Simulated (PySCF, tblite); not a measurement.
**nickel trifluoride (NiF₃) (quartet): geometry, infrared bands and EPR parameters**

What infrared bands and EPR parameters should nickel trifluoride (NiF₃) (quartet) (`[F][Ni]([F])[F]`) show?

The runs use tblite 0.8.0 and PySCF 2.14.0, with density-fitted response routines of our own; the level of theory stands in each step. All values are computed, except where a source is named. Atoms are numbered from 0 throughout.

## Step 1: The starting structure

4 atoms, charge 0, multiplicity 4; geometry from: force field or distance geometry start.

Bonds of the start (Å): F0–Ni1 1.90, Ni1–F2 1.87, Ni1–F3 1.97.

## Step 2: Relaxing the molecule with GFN2-xTB

The job: settings as JSON, then the geometry in Å.

```
{"job": {"kind": "relax", "xc": "GFN2-xTB", "basis": "xTB"}, "charge": 0, "multiplicity": 4}
F     -0.563300     1.754200    -0.040900
Ni     0.005800    -0.054700     0.114400
F     -1.371600    -1.303200    -0.042600
F      1.939300    -0.391600    -0.053700
```

Command:

```bash
> OMP_NUM_THREADS=1 python probes_run.py task.json out
```

This one command runs all jobs of the session in turn.

**Question.** This job is followed by: GFN2-xTB harmonic vibrations, gas phase; PBE0-D3(BJ)/def2-SVP geometry optimisation, gas phase; UKS PBE0, IGLO-III on F, def2-TZVP-core on Ni, non-relativistic, mean-field spin-orbit, GIAO. Predict these results of the whole session: strongest single infrared mode (GFN2-xTB); zero-point energy (GFN2-xTB); point group; rotational constants (main isotopes); property runs in this session.

**Answer**, as computed:

| quantity | value |
| --- | --- |
| strongest single infrared mode (GFN2-xTB) | 384 cm⁻¹, 170 km/mol |
| zero-point energy (GFN2-xTB) | 2.1 kcal/mol |
| point group | C2v |
| rotational constants (main isotopes) | 6.38, 5.65, 3.00 GHz |
| property runs in this session | 1, of which 1 failed and 0 gave unsound results |

In words: Relaxing lowered the energy by 0.663 eV in 21 steps; the close pair that moved most is Ni1–F3, from 1.970 to 1.726 Å (GFN2-xTB). All 6 modes are real, so the xTB geometry is a minimum. Unscaled tight-binding wavenumbers are off by several per cent, some by more. Its intensities can rank the bands wrongly. Over 4 steps the energy fell by 0.038 eV; of the close pairs, Ni1–F3 changed most, 1.763 to 1.726 Å (PBE0/def2-SVP). No frequency check was run at this level, so the end point may be a saddle.
